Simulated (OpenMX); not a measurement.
Crystal: AlIn.

```
Al In
1.0
     3.05413    0.00000    0.00000
    -1.52707    2.64496    0.00000
     0.00000    0.00000    5.82802
Al In
1 1
Direct
  0.00000 0.00000 0.00000
  0.00000 0.00000 0.50000
```

The cell was built by a generator and needn't be a form met in nature.

Base run:

- Program: OpenMX 3.8.5
- Functional: PBE
- Dispersion: D3(BJ)
- Potentials or basis: OpenMX 2013 PBE set, Al7.0-s2p2d1, In7.0-s3p2d2, grid cutoff 500 Ry
- k mesh: 7 × 7 × 5
- Occupations: fermi-dirac, width 0.05 eV
- Spin: no spin polarisation

Its results: band gap on the k mesh none (metal or under the smearing width); pressure -2.0 GPa.

Q: The run is repeated on the same cell with these changes: dispersion from D3(BJ) to none. What comes out?

A: Band gap on the k mesh none (metal or under the smearing width); pressure 0.0 GPa.

Dispersion adds attraction, which lowers the pressure at fixed volume and, as a term added to the energy, leaves the levels alone.

Caveats: the basis of atomic orbitals isn't converged, which shifts pressures, moduli and gaps; pairwise dispersion overbinds metals, which lowers pressure and volume (some runs).

Not every run made on this cell is shown here.
